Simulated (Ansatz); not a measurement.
# AlFH3NO2Si, SMILES O[Si]1(O)[NH][Al]1[F]: a single point from an input written key by key

Computed with Ansatz 0.2.0, Python API.

Run as a notebook:

In [1]:
```python
import ansatz
```

In [2]:
```python
DECK = '''
crystal:
  periodic: [false, false, false]
  atoms:
    - { symbol: O, position_ang: [0.1251, -0.7791, 1.8959] }
    - { symbol: Si, position_ang: [0.1896, -0.3516, 0.2155] }
    - { symbol: O, position_ang: [1.0803, -1.4524, -0.7342] }
    - { symbol: 'N', position_ang: [-1.3831, -0.1491, -0.4865] }
    - { symbol: Al, position_ang: [-0.702, 1.5839, -0.6979] }
    - { symbol: F, position_ang: [-0.8645, 3.3971, -0.5698] }
    - { symbol: H, position_ang: [0.9914, -0.4982, 2.2585] }
    - { symbol: H, position_ang: [2.0931, -1.2246, -0.5059] }
    - { symbol: H, position_ang: [-1.4414, -0.5724, -1.3927] }
basis:
  gaussian: { orbitals: def2-SVP }
correlation:
  method: mp2
'''
```

In [3]:
```python
session = ansatz.Session.from_yaml(DECK)
r = session.plan(threads=1).execute().report
```

In [4]:
```python
for key in ('converged', 'free_energy_ev', 'reference_energy_ev', 'n_frozen', 'n_occupied', 'n_virtual'):
    print(f'{key:22s} {r[key]}')
symbols = ['O', 'Si', 'O', 'N', 'Al', 'F', 'H', 'H', 'H']
print('correlation energy', round(r['free_energy_ev'] - r['reference_energy_ev'], 5), 'eV')
cluster = r['correlation'].get('coupled_cluster')
if cluster:
    print('cycles', cluster['cycles'], ' T1 diagnostic', round(cluster['t1_diagnostic'], 4), ' largest double', round(cluster['largest_double'], 4))
field = r['mean_field']
print('<S^2> =', round(abs(field['state']['spin_squared']), 4), ' all-electron relativity setting:', field['relativity'])
print('passes:', field['passes'])
if 'symmetry' in field:
    print('occupied orbitals by irrep:', field['symmetry']['occupied'])
```
```text
converged              True
free_energy_ev         -22769.88567070652
reference_energy_ev    -22745.66984582433
n_frozen               14
n_occupied             [17, 17]
n_virtual              [76, 76]
correlation energy -24.21582 eV
<S^2> = 0.0  all-electron relativity setting: none
passes: {'evaluations': 13, 'products': 47}
occupied orbitals by irrep: [{'A': 31}, {'A': 31}]
```

Total energies depend on the basis set; only differences at equal settings carry meaning. The geometry is a force-field or estimated start, not a minimum of this method, and the basis set is short of its limit. Wall time of the script: 2.3 s on 1 thread of Arm Neoverse V1 (shared host), peak memory 0.23 GiB.

(Lines on the test bed's own set-up are left out of the output.)
